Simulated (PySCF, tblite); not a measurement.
# C₈H₇OP: geometry, infrared bands and NMR shifts

Aim: predict the infrared bands and NMR shifts of C₈H₇OP (`Cc1ccccc1P=C=O`).

Programs: tblite 0.8.0 and PySCF 2.14.0, with density-fitted response routines of our own. Each step states its level of theory. These are calculated values for one molecule in the gas phase, unless marked as measured. Atoms count from 0, in the outputs and in this text.

**1. The molecule as given**

17 atoms, charge 0, multiplicity 1; geometry from: force field or distance geometry start.

Bonds of the start (Å): C0–C1 1.51, C1–C2 1.40, C2–C3 1.39, C3–C4 1.39, C4–C5 1.39, C5–C6 1.41, C6–P7 1.84, P7–C8 1.84, C8–O9 1.17, C6–C1 1.41, C0–H10 1.10, C0–H11 1.09, C0–H12 1.08, C2–H13 1.09, C3–H14 1.09, C4–H15 1.08, C5–H16 1.09.

**2. Geometry optimisation with GFN2-xTB**

Job settings and geometry (Å):

```
{"job": {"kind": "relax", "xc": "GFN2-xTB", "basis": "xTB"}, "charge": 0, "multiplicity": 1}
C      0.452000     2.254300     0.522100
C     -0.179000     0.910000     0.270500
C     -1.542600     0.746300     0.521400
C     -2.185200    -0.469500     0.303800
C     -1.452100    -1.572500    -0.127300
C     -0.088100    -1.440400    -0.379800
C      0.554500    -0.206200    -0.175200
P      2.363000    -0.116100    -0.509600
C      3.299200    -1.581500    -1.100400
O      3.876500    -2.526000    -1.474300
H     -0.304100     2.979600     0.870000
H      1.212900     2.191100     1.297000
H      0.866500     2.658000    -0.391900
H     -2.143200     1.590500     0.865600
H     -3.253700    -0.568300     0.503900
H     -1.945300    -2.525900    -0.283000
H      0.461700    -2.311300    -0.722800
```

On the command line:

```sh
$ OMP_NUM_THREADS=1 python probes_run.py task.json out
```

One launch serves the whole session: the jobs run in the order shown.

Log:

```text
step      E/eV     max force
  0    -739.76331    3.946
  1    -740.10626    3.546
  2    -740.23246    5.408
  3    -740.45387    2.219
  4    -740.50882    1.272
  5    -740.59137    1.413
  6    -740.66079    1.155
  7    -740.69333    0.521
  8    -740.71728    0.857
  9    -740.73866    0.993
 10    -740.75580    0.621
 11    -740.76821    0.356
 12    -740.78172    0.447
 13    -740.79511    0.584
 14    -740.80560    0.315
 15    -740.81337    0.253
 16    -740.82252    0.303
 17    -740.83094    0.269
 18    -740.83474    0.181
 19    -740.83633    0.108
 20    -740.83781    0.147
 21    -740.83946    0.222
 22    -740.84136    0.210
 23    -740.84321    0.140
 24    -740.84475    0.078
 25    -740.84591    0.076
 26    -740.84672    0.106
 27    -740.84736    0.079
 28    -740.84796    0.058
 29    -740.84847    0.064
 30    -740.84887    0.069
 31    -740.84925    0.100
 32    -740.84968    0.061
 33    -740.85017    0.068
 34    -740.85072    0.068
 35    -740.85127    0.065
 36    -740.85184    0.092
 37    -740.85244    0.056
 38    -740.85307    0.072
 39    -740.85349    0.058
 40    -740.85372    0.042
 41    -740.85384    0.052
 42    -740.85392    0.022
 43    -740.85397    0.020
 44    -740.85400    0.019
 45    -740.85402    0.020
 46    -740.85403    0.015
 47    -740.85404    0.005
```

It took 0.38 s on 1 thread of Arm Neoverse V1, shared host.

Relaxation path: (not every step is listed)

| step | energy from step 0 (eV) | largest force (eV/Å) |
| --- | --- | --- |
| 0 | 0.0000 | 3.9459 |
| 1 | -0.3429 | 3.5463 |
| 2 | -0.4691 | 5.4081 |
| 3 | -0.6906 | 2.2190 |
| 4 | -0.7455 | 1.2719 |
| 5 | -0.8281 | 1.4133 |
| 6 | -0.8975 | 1.1547 |
| 7 | -0.9300 | 0.5214 |
| 8 | -0.9540 | 0.8573 |
| 11 | -1.0049 | 0.3557 |
| 14 | -1.0423 | 0.3151 |
| 17 | -1.0676 | 0.2691 |
| 20 | -1.0745 | 0.1469 |
| 23 | -1.0799 | 0.1403 |
| 26 | -1.0834 | 0.1063 |
| 29 | -1.0852 | 0.0640 |
| 32 | -1.0864 | 0.0614 |
| 35 | -1.0880 | 0.0652 |
| 38 | -1.0898 | 0.0715 |
| 41 | -1.0905 | 0.0524 |
| 42 | -1.0906 | 0.0217 |
| 43 | -1.0907 | 0.0202 |
| 44 | -1.0907 | 0.0190 |
| 45 | -1.0907 | 0.0195 |
| 46 | -1.0907 | 0.0153 |
| 47 | -1.0907 | 0.0054 |

Distances of close pairs at the start and the end, largest changes first:

| bond | before (Å) | after (Å) | change (Å) |
| --- | --- | --- | --- |
| P7–C8 | 1.837 | 1.643 | -0.193 |
| C0–H10 | 1.104 | 1.087 | -0.017 |
| C5–C6 | 1.406 | 1.392 | -0.015 |
| C3–H14 | 1.092 | 1.080 | -0.012 |
| C4–C5 | 1.393 | 1.382 | -0.012 |
| C2–H13 | 1.092 | 1.081 | -0.011 |
| C1–C2 | 1.396 | 1.387 | -0.009 |
| C0–H12 | 1.082 | 1.091 | +0.009 |

The final coordinates are the input of the step that follows.

**3. Infrared spectrum with GFN2-xTB**

Job settings and geometry (Å):

```
{"job": {"kind": "ir", "xc": "GFN2-xTB", "basis": "xTB"}, "charge": 0, "multiplicity": 1}
C      0.498905     2.210485     0.499076
C     -0.154729     0.883134     0.270783
C     -1.511221     0.706114     0.497680
C     -2.119264    -0.519335     0.287570
C     -1.366786    -1.592698    -0.156784
C     -0.013494    -1.440325    -0.389399
C      0.598352    -0.208080    -0.178553
P      2.385862     0.078434    -0.462977
C      2.840175    -1.419393    -0.963202
O      3.352304    -2.395614    -1.333050
H     -0.221388     2.947557     0.845264
H      1.291323     2.118306     1.243316
H      0.953577     2.571563    -0.424630
H     -2.100058     1.543402     0.844631
H     -3.176834    -0.635983     0.470229
H     -1.831484    -2.552873    -0.323799
H      0.567762    -2.282664    -0.736064
```

Log:

```text
mode    cm-1     km/mol
  1      -2.7      0.00
  2      91.9      1.60
  3     103.4      0.42
  4     131.7      0.14
  5     201.9      1.49
  6     225.5      0.52
  7     325.1      1.24
  8     344.2     12.06
  9     397.2      2.10
 10     411.9      0.14
 11     470.7      0.47
 12     470.8      0.27
 13     536.1      0.04
 14     650.1      0.07
 15     673.0      6.36
 16     762.8     21.34
 17     807.8      1.46
 18     852.6      6.36
 19     874.1      0.04
 20     908.8      0.01
 21     923.8      0.18
 22     998.2      0.48
 23    1026.4      7.15
 24    1030.9     32.72
 25    1100.7      1.08
 26    1157.6      1.49
 27    1181.9      0.02
 28    1232.4      3.07
 29    1264.3      2.75
 30    1316.4      2.64
 31    1399.4     10.01
 32    1418.2      1.07
 33    1455.1     12.38
 34    1468.8      7.64
 35    1470.6      7.42
 36    1570.9      6.79
 37    1585.1     13.10
 38    2048.1   1265.26
 39    2984.2     14.35
 40    2997.7     14.14
 41    3042.0     19.40
 42    3072.6     30.22
 43    3073.1      3.87
 44    3085.2     39.75
 45    3096.2     51.51
```

Wall time 0.69 s (1 thread of Arm Neoverse V1, shared host).

Which atoms move in the most intense modes:

| cm⁻¹ | km/mol | atoms |
| --- | --- | --- |
| 763 | 21.3 | H15 25 %, H14 24 %, H16 18 %, H13 14 % |
| 1031 | 32.7 | C6 47 %, C2 15 % |
| 2048 | 1265.3 | C8 67 %, O9 32 % |
| 2984 | 14.3 | H12 46 %, H11 46 % |
| 3042 | 19.4 | H10 93 % |
| 3073 | 30.2 | H13 57 %, H16 19 %, H14 10 % |
| 3085 | 39.8 | H15 44 %, H14 30 %, H16 12 % |
| 3096 | 51.5 | H14 51 %, H15 33 % |

**4. Nuclear shieldings: PBE0/pcSseg-1**

The job, as its differences from that of step 3:

```diff
@@ -1,2 +1,2 @@
-{"job": {"kind": "ir", "xc": "GFN2-xTB", "basis": "xTB"}, "charge": 0, "multiplicity": 1}
+{"job": {"kind": "nmr", "xc": "PBE0", "basis": "pcSseg-1"}, "charge": 0, "multiplicity": 1}
 C      0.498905     2.210485     0.499076
```

With the program's defaults for keys left out, this is: GIAO PBE0/pcSseg-1 NMR shielding, non-relativistic, gas phase.

Log:

```text
coarse grid: 15744 points
cycle   1  E = -724.8069454155  dE =  1.844e+00  |g| = 6.769e-01  |ddm| = 4.328e+00
cycle   2  E = -724.4923767843  dE =  3.146e-01  |g| = 1.460e+00  |ddm| = 1.387e+00
cycle   3  E = -724.8925643530  dE = -4.002e-01  |g| = 2.307e-01  |ddm| = 9.009e-01
cycle   4  E = -724.9044002765  dE = -1.184e-02  |g| = 9.420e-02  |ddm| = 3.196e-01
cycle   5  E = -724.9065760738  dE = -2.176e-03  |g| = 3.915e-02  |ddm| = 1.485e-01
cycle   6  E = -724.9069937882  dE = -4.177e-04  |g| = 9.453e-03  |ddm| = 5.330e-02
cycle   7  E = -724.9070168776  dE = -2.309e-05  |g| = 3.427e-03  |ddm| = 1.274e-02
cycle   8  E = -724.9070202297  dE = -3.352e-06  |g| = 9.204e-04  |ddm| = 4.718e-03
final grid: 150408 points
cycle   9  E = -724.9783803970  dE = -2.670e-05  |g| = 1.306e-02  |ddm| = 5.532e-02
cycle  10  E = -724.9782996554  dE =  8.074e-05  |g| = 2.431e-02  |ddm| = 2.903e-02
cycle  11  E = -724.9784126100  dE = -1.130e-04  |g| = 4.637e-03  |ddm| = 1.799e-02
cycle  12  E = -724.9784177626  dE = -5.153e-06  |g| = 5.344e-04  |ddm| = 4.761e-03
cycle  13  E = -724.9784178196  dE = -5.703e-08  |g| = 2.933e-04  |ddm| = 1.024e-03
cycle  14  E = -724.9784178455  dE = -2.588e-08  |g| = 6.447e-05  |ddm| = 4.118e-04
cycle  15  E = -724.9784178465  dE = -9.400e-10  |g| = 2.560e-05  |ddm| = 9.184e-05
converged SCF energy = -724.9784178465

GIAO shielding tensors (ppm)
atom      isotropic    diamagn.    paramagn.     s11        s22        s33       span
  0 C      162.225     245.915     -83.690    143.221    158.999    184.454     41.233
  1 C       40.705     258.651    -217.946    -72.448     20.913    173.650    246.099
  2 C       51.274     251.905    -200.631    -54.302     48.686    159.440    213.742
  3 C       53.738     255.004    -201.266    -52.830     38.242    175.800    228.630
  4 C       54.793     254.260    -199.467    -53.138     42.388    175.129    228.267
  5 C       47.190     255.807    -208.617    -58.610     48.824    151.357    209.967
  6 C       57.314     264.787    -207.473    -40.765     57.707    154.998    195.763
  7 P      540.825     967.689    -426.864    346.699    444.909    830.866    484.166
  8 C      -38.619     264.753    -303.372   -125.700   -111.953    121.794    247.494
  9 O     -154.604     400.561    -555.165   -317.367   -169.629     23.184    340.551
 10 H       29.453      28.802       0.651     24.147     28.458     35.755     11.608
 11 H       29.260      28.310       0.950     23.961     29.455     34.364     10.403
 12 H       29.260      28.309       0.951     23.960     29.458     34.362     10.402
 13 H       24.260      32.486      -8.226     20.557     23.857     28.367      7.811
 14 H       24.353      30.567      -6.214     21.059     25.264     26.735      5.675
 15 H       24.390      31.213      -6.823     20.952     25.073     27.143      6.191
 16 H       24.016      35.878     -11.862     19.000     22.707     30.343     11.344
```

Wall time 42 s (1 thread of Arm Neoverse V1, shared host); peak memory 0.94 GiB.

The references, computed at this level on geometries of the same kind, shield at (ppm): ¹H TMS 31.72, ¹³C TMS 186.9, ¹⁷O H2O 336.1, ³¹P H3PO4 318.4. Their shielding less the atom's gives the shift. The references are single molecules in the gas phase, so shifts against H2O, NH3, PH3, H3PO4 or CFCl3 are not on the usual liquid scales and can be off by tens of ppm. Atoms listed in one row are averaged.

| atoms | environment | σ (ppm) | δ (ppm) | δ scaled to CDCl3 |
| --- | --- | --- | --- | --- |
| C8 | central carbon of a heterocumulene | -38.6 | 225.5 | 218.2 |
| C1 | substituted aromatic carbon | 40.7 | 146.2 | 140.8 |
| C5 | aromatic CH | 47.2 | 139.7 | 134.5 |
| C2 | aromatic CH | 51.3 | 135.7 | 130.5 |
| C3 | aromatic CH | 53.7 | 133.2 | 128.1 |
| C4 | aromatic CH | 54.8 | 132.1 | 127.0 |
| C6 | substituted aromatic carbon | 57.3 | 129.6 | 124.6 |
| C0 | methyl carbon on an aromatic ring | 162.2 | 24.7 | 22.2 |
| H16 | hydrogen on an aromatic CH | 24.02 | 7.70 | 7.37 |
| H13 | hydrogen on an aromatic CH | 24.26 | 7.46 | 7.14 |
| H14 | hydrogen on an aromatic CH | 24.35 | 7.36 | 7.05 |
| H15 | hydrogen on an aromatic CH | 24.39 | 7.33 | 7.01 |
| H10, H11, H12 | hydrogen on a methyl carbon on an aromatic ring | 29.32 | 2.39 | 2.36 |
| P7 | phosphorus bonded to 2 C | 540.8 | -222.4 | – |
| O9 | carbonyl oxygen | -154.6 | 490.7 | – |

The scaled column applies a straight-line fit of computed shieldings to shifts measured in CDCl3 (root-mean-square error 0.16 ppm for H, 1.9 ppm for C).

Charges from the same density, by scheme (e):

| atoms | Mulliken | IAO | Hirshfeld | ESP fit |
| --- | --- | --- | --- | --- |
| C0 | -0.16 | -0.43 | -0.12 | -0.74 |
| C1 | -0.28 | 0.01 | 0.00 | 0.57 |
| C2 | -0.02 | -0.15 | -0.05 | -0.44 |
| C3 | -0.06 | -0.15 | -0.05 | -0.04 |
| C4 | -0.06 | -0.15 | -0.05 | -0.24 |
| C5 | -0.04 | -0.15 | -0.06 | -0.04 |
| C6 | -0.39 | -0.17 | -0.05 | -0.26 |
| P7 | 0.36 | 0.19 | 0.03 | -0.22 |
| C8 | 0.09 | 0.17 | 0.13 | 0.38 |
| O9 | -0.23 | -0.23 | -0.12 | -0.24 |

Mayer bond orders: C0–C1 1.08, C1–C2 1.44, C2–C3 1.44, C3–C4 1.42, C4–C5 1.47, C5–C6 1.36, C6–P7 0.98, P7–C8 1.56, C8–O9 2.08, C6–C1 1.38.

Ring of atoms C1, C2, C3, C4, C5, C6: NICS(0) -7.6, NICS(1) -10.5, NICS(1)zz -25.8 ppm (means of both faces).

**5. Results**

| quantity | value |
| --- | --- |
| strongest single infrared mode (GFN2-xTB) | 2048 cm⁻¹, 1265 km/mol |
| zero-point energy (GFN2-xTB) | 77.5 kcal/mol |
| ¹³C shifts against TMS (PBE0/pcSseg-1) | 225.5, 146.2, 139.7, 135.7, 133.2, 132.1, 129.6, 24.7 ppm |
| ¹H shifts against TMS (PBE0/pcSseg-1, means over atoms taken as alike) | 7.70, 7.46, 7.36, 7.33, 2.39 ppm |
| ³¹P shifts against H3PO4 (PBE0/pcSseg-1) | -222.4 ppm |
| ¹⁷O shifts against H2O (PBE0/pcSseg-1) | 490.7 ppm |

Over 47 steps the energy fell by 1.091 eV; of the close pairs, P7–C8 changed most, 1.837 to 1.643 Å. The lowest mode is slightly imaginary (3i cm⁻¹), a soft motion within the noise of the Hessian, so the minimum is not strictly shown. The strongest single mode, at 2048 cm⁻¹, moves mainly C8. Unscaled tight-binding wavenumbers are off by several per cent, some by more. Its intensities can rank the bands wrongly. At PBE0/pcSseg-1: The widest tensor belongs to P7: span 484 ppm, with a paramagnetic part of -427 ppm. NICS(1)zz of -26 ppm above the planar ring from C1 marks a diatropic (aromatic) ring current.
